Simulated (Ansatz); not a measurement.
**CH₄CdS: up Jacob's ladder to CCSD(T)**

How much do the methods differ for CH₄CdS? The plan is to run it at one geometry with functionals of several rungs and with coupled cluster. The yardstick is the atomisation energy at the CCSD(T) limit.

The runs use Ansatz 0.2.0, Gaussian basis; functionals in def2-TZVPP, the program's frozen cores in correlated methods.

The runs, in order: LDA (SPW92), PBE-D4, revPBE-D4, BLYP-D4, r2SCAN-D4, B97M-V, PBE0-D4, B3LYP-D4, r2SCANh-D4, r2SCAN0-D4, HSE06-D4, BHLYP-D4, CAM-B3LYP-D4, LC-ωPBE, ωB97X-V, ωB97M-V, B2PLYP, PBE-QIDH; CCSD(T)/def2-SVP; CCSD(T)/def2-TZVPP; MP2/def2-QZVPP; extrapolation to the limit; RPA on PBE.

1 further run of the same task is left out (it didn't finish).

### 1 Structure used throughout

The geometry comes from an earlier relaxation with PBE0-D4 in a triple-zeta def2 set; it is a stationary point, not always the lowest conformer. Cd takes the def2 core potential; no spin-orbit term is included.

SMILES `[CH3][Cd][SH]`, 7 atoms, charge 0, spin multiplicity 1.

Atoms are counted from 1 here; the program's logs count them from 0.

Bond lengths: C1–Cd2 2.105 Å, C1–H4 1.090 Å, C1–H5 1.091 Å, C1–H6 1.090 Å, Cd2–S3 2.352 Å, S3–H7 1.344 Å. Angles: Cd2–C1–H4 110.0°, Cd2–C1–H5 109.8°, Cd2–C1–H6 110.0°, H4–C1–H5 109.0°, H4–C1–H6 109.1°, H5–C1–H6 109.0°, C1–Cd2–S3 179.2°, Cd2–S3–H7 93.4°.

### 2 LDA

This LDA is Slater exchange with PW92 correlation.

in.yaml

```yaml
crystal:
  periodic: [false, false, false]
  atoms:
    - {symbol: C, position_ang: [-1.090301, 0.792029, -0.479992]}
    - {symbol: Cd, position_ang: [0.361328, -0.436020, 0.422434]}
    - {symbol: S, position_ang: [1.961970, -1.813819, 1.456520]}
    - {symbol: H, position_ang: [-1.975412, 0.204421, -0.725445]}
    - {symbol: H, position_ang: [-0.688497, 1.227220, -1.395781]}
    - {symbol: H, position_ang: [-1.372716, 1.596278, 0.200035]}
    - {symbol: H, position_ang: [2.864830, -1.638310, 0.476532]}
basis:
  gaussian: {orbitals: def2-TZVPP}
hamiltonian: {xc: lda}
output: {orbitals: {seedname: orbitals}}
```

The run is started by

```bash
$ ansatz run in.yaml --threads 2 --pin off --events-out ev --progress --plain --max-ram 32768MiB --backend cpu
```

After this run come: PBE-D4 (GGA); revPBE-D4 (GGA); BLYP-D4 (GGA); r2SCAN-D4 (meta-GGA); B97M-V (meta-GGA); PBE0-D4 (hybrid); B3LYP-D4 (hybrid); r2SCANh-D4 (hybrid); r2SCAN0-D4 (hybrid); HSE06-D4 (hybrid); BHLYP-D4 (hybrid); CAM-B3LYP-D4 (range-separated); LC-ωPBE (range-separated); ωB97X-V (range-separated); ωB97M-V (range-separated); B2PLYP (double hybrid); PBE-QIDH (double hybrid); CCSD(T) in def2-SVP; CCSD(T) in def2-TZVPP; MP2 in def2-QZVPP; RPA on PBE orbitals.

**Question.** What will the summary of the whole plan be? Wanted: atomisation energy, CCSD(T)/CBS; farthest beyond LDA; mean size of error, GGA; mean size of error, meta-GGA; mean size of error, hybrid; mean size of error, range-separated; mean size of error, double hybrid; gap, smallest and largest; T1 diagnostic.

The runs gave:

| quantity | value |
| --- | --- |
| atomisation energy, CCSD(T)/CBS | 484.4 kcal/mol |
| functionals within 2.4 kcal/mol (0.5 %) | B97M-V, PBE0-D4, r2SCANh-D4, r2SCAN0-D4, HSE06-D4, CAM-B3LYP-D4, LC-ωPBE, PBE-QIDH |
| farthest beyond LDA | BHLYP-D4 (-14.0 kcal/mol) |
| mean size of error, GGA | 6.9 kcal/mol |
| mean size of error, meta-GGA | 1.9 kcal/mol |
| mean size of error, hybrid | 3.8 kcal/mol |
| mean size of error, range-separated | 3.0 kcal/mol |
| mean size of error, double hybrid | 5.7 kcal/mol |
| gap, smallest and largest | 4.25 eV (BLYP-D4), 10.98 eV (LC-ωPBE) |
| T1 diagnostic | 0.0123 |
| triples share of the correlation energy | 3.3 % |

**Reading.** The LDA atomisation energy is off by 67.6 kcal/mol (14 %): it overbinds. PBE-D4 misses by +4.6 kcal/mol. Double hybrids carry the basis error of their MP2 part in triple zeta, and no dispersion term here, so their miss is partly the set-up's. Taken by rung, meta-GGA functionals do best (1.9 kcal/mol on average) and GGA ones worst beyond LDA (6.9 kcal/mol). The gap between the best rungs is small, so their order is not settled. Misses under about 2.4 kcal/mol are within the doubt on the reference itself, which lacks core-valence correlation, spin-orbit coupling and higher excitations. All levels share the lack of spin-orbit coupling, which lowers the free heavy atoms and so the true binding. Hartree-Fock recovers 73 % of the binding; the rest is correlation. CCSD(T) in def2-SVP is off by -29.1 kcal/mol, more than most functionals: a good method in a small basis is no reference. The gap grows from 4.2 to 11.0 eV across the functionals, mostly with the share of exact exchange. Correlated methods include outer-core shells of Cd, which these sets cover unevenly.
